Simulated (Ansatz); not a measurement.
From input file to script: InPt₃, space group Pm-3m in Ansatz 0.2.0.

```yaml
crystal:
  lattice:
    - [3.988, 0.0, 0.0]
    - [0.0, 3.988, 0.0]
    - [0.0, 0.0, 3.988]
  atoms:
    - { symbol: In, position: [0.0, 0.0, 0.0] }
    - { symbol: Pt, position: [0.5, 0.5, 0.0] }
    - { symbol: Pt, position: [0.0, 0.5, 0.5] }
    - { symbol: Pt, position: [0.5, 0.0, 0.5] }
kpoints:
  mp_grid:
    grid: [6, 6, 6]
hamiltonian:
  xc: lda
scf:
  occupations:
    method: cold
    width: 0.05
basis:
  ecutwfc: "38 Ry"
output:
  stress: true
  eigenvalues: true
```

The script, `inpt3_deck.py`:
```python
# -*- coding: utf-8 -*-
"""InPt3 from an input typed as a mapping."""

import ansatz as az
import numpy as np

settings = {
    "crystal": {
        "lattice": [[3.988, 0.0, 0.0], [0.0, 3.988, 0.0], [0.0, 0.0, 3.988]],
        "atoms": [
            {"symbol": "In", "position": [0.0, 0.0, 0.0]},
            {"symbol": "Pt", "position": [0.5, 0.5, 0.0]},
            {"symbol": "Pt", "position": [0.0, 0.5, 0.5]},
            {"symbol": "Pt", "position": [0.5, 0.0, 0.5]},
        ],
    },
    "kpoints": {"mp_grid": {"grid": [6, 6, 6]}},
    "hamiltonian": {"xc": "lda"},
    "scf": {"occupations": {"method": "cold", "width": 0.05}},
    "basis": {"ecutwfc": "38 Ry"},
    "output": {"stress": True, "eigenvalues": True},
}

res = az.Session.from_dict(settings).plan(threads=1).execute()
r = res.report

for key in ("converged", "n_iterations", "n_electrons", "n_kpoints", "n_pw", "n_symmetry_ops", "free_energy_ev", "fermi_energy_ev"):
    print(f"{key:18s} {r[key]}")

fermi = r["fermi_energy_ev"]
print("levels less the Fermi level (eV) at the first k-points")
for k, levels in list(zip(r["kpoints_frac"], r["eigenvalues_ev"]))[:4]:
    print("k = ({:.3f}, {:.3f}, {:.3f})".format(*k))
    print("   ", " ".join(f"{e - fermi:.3f}" for e in levels))

# pressure is a third of the trace
print("pressure by term (GPa)")
for term, tensor in r["stress_terms_gpa"].items():
    if np.any(tensor):
        print(f"  {term:28s} {np.trace(np.array(tensor)) / 3:12.3f}")
print(f"  {'total':28s} {np.trace(np.array(r['stress_gpa'])) / 3:12.3f}")

gap = None if "band_edges_ev" not in r else r["band_edges_ev"][1] - r["band_edges_ev"][0]
print("gap on the k mesh:", "withheld (metal, or smearing too wide to tell)" if gap is None else f"{gap:.3f} eV")
print("lowest empty less highest filled band, by band count:", round(r["gap_by_band_count_ev"], 3), "eV")

used = r["setup"]
print("cutoffs (eV):", used["ecut_ev"], used["ecutrho_ev"], " FFT grid:", used["fft_dense"])
print("cell volume {:.3f} A^3, {} symmetry operations".format(used["cell_volume_ang3"], used["n_sym_ops"]))
```

```console
$ python inpt3_deck.py
converged          True
n_iterations       6
n_electrons        67.0
n_kpoints          20
n_pw               1743
n_symmetry_ops     48
free_energy_ev     -42193.6333175199
fermi_energy_ev    20.594044082553864
levels less the Fermi level (eV) at the first k-points
k = (0.000, 0.000, 0.000)
    -98.273 -98.248 -98.248 -52.533 -52.533 -52.533 -52.369 -52.369 -52.369 -52.265 -52.265 -52.265 -14.319 -14.319 -14.256 -14.256 -14.256 -10.657 -6.706 -5.209 -5.209 -5.209 -5.001 -5.001 -2.023 -2.023 -2.023 -0.807 -0.807 0.037 0.279 0.279 0.279 0.516 0.516 0.516 5.583 7.047 7.047 9.160
k = (0.000, 0.000, 0.167)
    -98.272 -98.249 -98.248 -52.523 -52.523 -52.516 -52.372 -52.372 -52.370 -52.284 -52.272 -52.272 -14.300 -14.281 -14.251 -14.239 -14.239 -10.322 -6.504 -5.208 -5.162 -5.087 -5.087 -4.755 -2.470 -2.470 -2.139 -1.361 -0.835 -0.705 -0.646 -0.646 -0.257 0.517 1.925 1.925 5.334 6.922 8.074 9.182
k = (0.000, 0.000, 0.333)
    -98.268 -98.253 -98.248 -52.499 -52.499 -52.469 -52.381 -52.381 -52.371 -52.334 -52.287 -52.287 -14.264 -14.242 -14.206 -14.205 -14.205 -9.355 -6.439 -5.638 -5.056 -4.806 -4.806 -4.084 -3.058 -3.058 -2.605 -2.379 -1.695 -1.567 -1.567 -1.259 -0.681 0.518 3.898 3.898 4.338 6.656 8.021 8.021
k = (0.000, 0.000, -0.500)
    -98.265 -98.256 -98.247 -52.484 -52.484 -52.412 -52.393 -52.389 -52.389 -52.372 -52.295 -52.295 -14.246 -14.238 -14.187 -14.187 -14.169 -8.076 -7.684 -5.386 -4.997 -4.647 -4.647 -3.501 -3.222 -3.222 -2.999 -2.504 -2.240 -2.042 -2.042 -1.903 -0.722 0.519 3.954 5.775 5.775 6.333 6.333 6.520
pressure by term (GPa)
  kinetic                          3646.365
  hartree                          1748.044
  ewald                           -7886.060
  local_pseudopotential            3317.213
  nonlocal_pseudopotential         -668.600
  augmentation                      512.814
  nlcc                             -634.888
  xc                                -38.868
  augmentation_tail                  -0.003
  scf_correction                     -0.005
  pulay_correction                    0.014
  total                              -3.973
gap on the k mesh: withheld (metal, or smearing too wide to tell)
lowest empty less highest filled band, by band count: -1.221 eV
cutoffs (eV): 517.016338673772 2068.065354695088  FFT grid: [30, 30, 30]
cell volume 63.426 A^3, 48 symmetry operations
```

Notes:
- Absolute energies stand on the zero of these potentials, so only differences at equal settings mean something. A total without «per atom» is that of the cell as typed.
- No spin polarisation was allowed.
- The computed bands are complete only to about 4.3 eV above the Fermi level.
- The mesh is modest for a metal, so energies can be off by several to tens of meV an atom and pressures by half a GPa or more; differences at equal mesh fare better.
- The zero of the levels is a convention of the potentials, so an absolute Fermi energy is no work function.
- A gap by band count of zero or less means overlapping bands, a metal, and at an odd count of electrons it is no gap at all.
- Pressure is positive in compression.
- The starting cell is as deposited in a crystallographic database; the results hold for this polymorph, which needn't be the stable one.
- Gaps and levels are Kohn-Sham values on a finite set of k-points, without spin-orbit coupling.
- Hardware and time: 3.9 s on 1 thread of Arm Neoverse V1, with other jobs on the host, peak memory 0.42 GiB.

(A comment or docstring line of the script was reworded after the run, the code is as it ran; lines on the test bed's own set-up are left out of the output.)
